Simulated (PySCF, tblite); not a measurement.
**C4H8F2O2Si: geometry, infrared bands and NMR shifts**

What infrared bands and NMR shifts should C4H8F2O2Si (`FC(F)[C@H]1CCO[SiH2]O1`) show?

The runs use tblite 0.8.0 and PySCF 2.14.0, with density-fitted response routines of our own; the level of theory stands in each step. All values are computed, except where a source is named. Atoms are numbered from 0 throughout.

## Step 1: The starting structure

17 atoms, charge 0, multiplicity 1; geometry from: force field or distance geometry start.

Bonds of the start (Å): F0–C1 1.36, C1–F2 1.37, C1–C3 1.53, C3–C4 1.55, C4–C5 1.53, C5–O6 1.43, O6–Si7 1.66, Si7–O8 1.67, O8–C3 1.42, C1–H9 1.09, C3–H10 1.10, C4–H11 1.10, C4–H12 1.09, C5–H13 1.09, C5–H14 1.10, Si7–H15 1.47, Si7–H16 1.47.

## Step 2: Relaxing the molecule with GFN2-xTB

What the job is given:

```
{"job": {"kind": "relax", "xc": "GFN2-xTB", "basis": "xTB"}, "charge": 0, "multiplicity": 1}
F      1.231000    -0.197700     1.622900
C      1.655300    -0.749200     0.459300
F      1.800000    -2.086800     0.715800
C      0.655100    -0.526000    -0.681600
C     -0.771800    -1.011600    -0.331900
C     -1.520400    -0.045000     0.580700
O     -1.605200     1.267300     0.026800
Si    -0.184400     1.994300    -0.442000
O      0.709800     0.799600    -1.195400
H      2.639600    -0.336800     0.240900
H      0.999700    -1.174200    -1.497800
H     -1.335600    -1.073800    -1.279700
H     -0.756400    -2.012500     0.108200
H     -2.536700    -0.407700     0.716700
H     -1.074700     0.009000     1.586600
H     -0.467000     3.093000    -1.381400
H      0.554600     2.470300     0.742000
```

Launch:

```sh
OMP_NUM_THREADS=1 python probes_run.py task.json out
```

This one command runs all jobs of the session in turn.

**Question.** This job is followed by: GFN2-xTB harmonic vibrations, gas phase; GIAO PBE0/pcSseg-1 NMR shielding, non-relativistic, gas phase. What will the session give for the following? strongest single infrared mode (GFN2-xTB); zero-point energy (GFN2-xTB); 13C shifts against TMS (PBE0/pcSseg-1); 1H shifts against TMS (PBE0/pcSseg-1); 19F shifts against CFCl3 (PBE0/pcSseg-1); 17O shifts against H2O (PBE0/pcSseg-1); 29Si shifts against TMS (PBE0/pcSseg-1); surface potential, 1st and 99th percentile.

**Answer**, as computed:

```
                                 quantity                                               value
strongest single infrared mode (GFN2-xTB)                               2299 cm⁻¹, 301 km/mol
             zero-point energy (GFN2-xTB)                                       75.6 kcal/mol
   13C shifts against TMS (PBE0/pcSseg-1)                         124.3, 73.9, 63.7, 31.8 ppm
    1H shifts against TMS (PBE0/pcSseg-1)  6.44, 5.19, 4.90, 4.88, 4.32, 4.26, 2.40, 1.91 ppm
 19F shifts against CFCl3 (PBE0/pcSseg-1)                                  -147.3, -154.3 ppm
   17O shifts against H2O (PBE0/pcSseg-1)                                      39.2, 31.7 ppm
  29Si shifts against TMS (PBE0/pcSseg-1)                                           -32.0 ppm
    surface potential, 1st and 99th percentile                                  -1.13 V and 1.21 V
```

**Reading.** The optimisation took 73 steps and gained 0.186 eV; among the close pairs (by a distance rule), O6–Si7 changed most, from 1.663 to 1.625 Å. No mode is imaginary among the 45: a minimum at this level. The strongest single mode, at 2299 cm⁻¹, moves mainly H16. GFN2-xTB is a fitted tight-binding method: band positions and strengths are rough. Its intensities can rank the bands wrongly. The most deshielded hydrogen is H9 (hydrogen on an sp3 CH bonded to 2 F), at 6.44 ppm: its carbon carries F, hence the downfield position. At PBE0/pcSseg-1: The widest tensor belongs to F2: span 178 ppm, with a paramagnetic part of -154 ppm.
